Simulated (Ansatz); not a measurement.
# BHf: the cost of one run

Method: def2-QZVPP, core rule «outside noble gas», up to 5 orbitals frozen; program: Ansatz 0.2.0, Gaussian basis.

Plan: UHF; ROHF; CCSD(T) on UHF.

2 further runs of the same task are left out: 2 set aside as unsound or not needed.

## Step 1: The geometry

The geometry is a PBE0/def2-TZVP stationary point (not a proven minimum) of the parent state, kept for this charge and spin. No spin-orbit coupling is included. Elements past krypton take def2 core potentials.

2 atoms, charge 1, spin multiplicity 3.

Atoms are counted from 1 here; the program's logs count them from 0.

Bond lengths: Hf1–B2 2.166 Å.

## Step 2: UHF

Input file in.yaml:

```yaml
crystal:
  periodic: [false, false, false]
  atoms:
    - {symbol: Hf, position_ang: [0.000000, 0.000000, 0.000000]}
    - {symbol: B, position_ang: [0.000000, 0.000000, 2.166000]}
basis:
  gaussian: {orbitals: "def2-QZVPP.json"}
total_charge: 1
magnetization: {spin_polarized: true, initial_magnetization: 2}
hamiltonian: {xc: hf}
output: {orbitals: {seedname: orbitals}}
```

Run with:

```sh
ansatz run in.yaml --threads 1 --pin off --events-out ev --progress --plain --max-ram 4096MiB --backend cpu
```

**Question.** How long does this run take on 1 thread of AMD EPYC 7R13, shared host, and how much memory does it need?

About 26 s, with a peak of 0.29 GiB.
